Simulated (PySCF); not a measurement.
# C7H7BrO2S (4-bromophenyl methyl sulfone): the cost of one run

Programs: PySCF 2.14.0, with routines of our own; each step states its level. All values are computed. Atoms count from 0.

## (1) The system as given

18 atoms, charge 0, multiplicity 1; geometry from: GFN2-xTB.

## (2) Optimising the geometry at PBE0-D3(BJ)/def2-SVP

Job settings and geometry (Å):

```
{"job": {"xc": "PBE0", "basis": "def2-SVP", "d3": "d3bj", "grid": 2, "kind": "geom"}, "charge": 0, "multiplicity": 1}
C     -2.586648    -0.119768    -0.827514
S     -1.774688    -0.579559     0.731695
O     -1.883072    -2.001338     0.901134
O     -2.268039     0.277335     1.773004
C     -0.056008    -0.165478     0.408028
C      0.780921    -1.126123    -0.126026
C      2.094180    -0.799955    -0.417220
C      2.535618     0.490579    -0.164222
Br     4.332267     0.949801    -0.573184
C      1.700518     1.453825     0.382724
C      0.389601     1.115670     0.670212
H     -2.124731    -0.686234    -1.625588
H     -3.637175    -0.368343    -0.742861
H     -2.458863     0.945189    -0.970007
H      0.397482    -2.120555    -0.290857
H      2.767875    -1.533273    -0.832554
H      2.072018     2.447449     0.579999
H     -0.290017     1.827097     1.111581
```

Started as:

```console
$ OMP_NUM_THREADS=1 python excited_run.py task.json out
```

One launch serves the whole session: the jobs run in the order shown.

**Question.** How long does this first job take on 1 thread of Arm Neoverse V1, shared host, and how much memory does it need?

About 3 min, with a peak of 1.1 GiB.
